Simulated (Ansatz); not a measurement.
# B2H6Se2: the cost of one run

Program: Ansatz 0.2.0. Level of theory: the levels named in each step. These are calculated values, not measurements.

## (1) The system as given

Bond lengths: B1–Se2 2.135 Å, Se2–Se3 2.368 Å, Se3–B4 2.135 Å, B1–H5 1.214 Å, B1–H6 1.203 Å, B1–H7 1.201 Å, B4–H8 1.203 Å, B4–H9 1.201 Å, B4–H10 1.214 Å. Angles: B1–Se2–Se3 107.5°, Se2–B1–H5 103.3°, Se2–B1–H6 108.2°, Se2–B1–H7 108.5°, H5–B1–H6 111.4°, H5–B1–H7 111.5°, H6–B1–H7 113.3°, Se2–Se3–B4 107.5°, Se3–B4–H8 108.2°, Se3–B4–H9 108.5°, Se3–B4–H10 103.3°, H8–B4–H9 113.3°, H8–B4–H10 111.4°, H9–B4–H10 111.5°.

Coordinates:

```xyz
10

B     1.9846   -1.2094    1.1681
Se    0.9739    0.5383    0.4730
Se   -0.8963   -0.1754   -0.7925
B    -2.4108   -0.7822    0.5848
H     2.9548   -0.7617    1.7441
H     2.3058   -1.8643    0.2113
H     1.2566   -1.7952    1.9223
H    -2.6718    0.1539    1.2941
H    -2.0132   -1.7404    1.1896
H    -3.3461   -1.0669   -0.1346
```

## (2) A rough first relaxation, PBE-D4/def2-SVPD

This run stands in another session on the same molecule. It ended at:

```xyz
10

B     2.2908   -1.2438    1.1150
Se    0.8584    0.2797    0.8387
Se   -0.9210   -0.5808   -0.5692
B    -2.6993   -0.6629    0.5620
H     3.1314   -0.6130    1.8017
H     2.7929   -1.5967    0.0323
H     1.8240   -2.2018    1.7534
H    -3.0351    0.4675    0.9597
H    -2.6132   -1.4835    1.4906
H    -3.4913   -1.0679   -0.3240
```

## (3) Relaxation, PBE0-D4/def2-TZVPPD

input.yaml

```yaml
crystal:
  periodic: [false, false, false]
  atoms:
    - { symbol: B, position_ang: [2.29076766, -1.24377804, 1.11496677] }
    - { symbol: Se, position_ang: [0.85844723, 0.27973543, 0.83868415] }
    - { symbol: Se, position_ang: [-0.92096345, -0.58075412, -0.5691785] }
    - { symbol: B, position_ang: [-2.69929545, -0.66286091, 0.56198818] }
    - { symbol: H, position_ang: [3.13135544, -0.61298076, 1.80173653] }
    - { symbol: H, position_ang: [2.7928553, -1.59671788, 0.03233949] }
    - { symbol: H, position_ang: [1.82398554, -2.20179115, 1.75335069] }
    - { symbol: H, position_ang: [-3.03505307, 0.46753036, 0.95974605] }
    - { symbol: H, position_ang: [-2.61323082, -1.48352818, 1.49058292] }
    - { symbol: H, position_ang: [-3.49127839, -1.06788476, -0.32397629] }
total_charge: -2
basis:
  gaussian: { orbitals: def2-TZVPPD.json }
hamiltonian:
  xc: pbe0
  dispersion: d4
relax:
  f_tol: 0.002
  max_steps: 150
```

Launch:

```sh
ansatz run input.yaml --threads 4 --pin off --max-ram 10240MiB --backend cpu --events-out ev --progress --plain --runs-dir out
```

What time and memory should one allow on 4 threads of Arm Neoverse V2, shared host?

About 95 s, with a peak of 1.1 GiB.
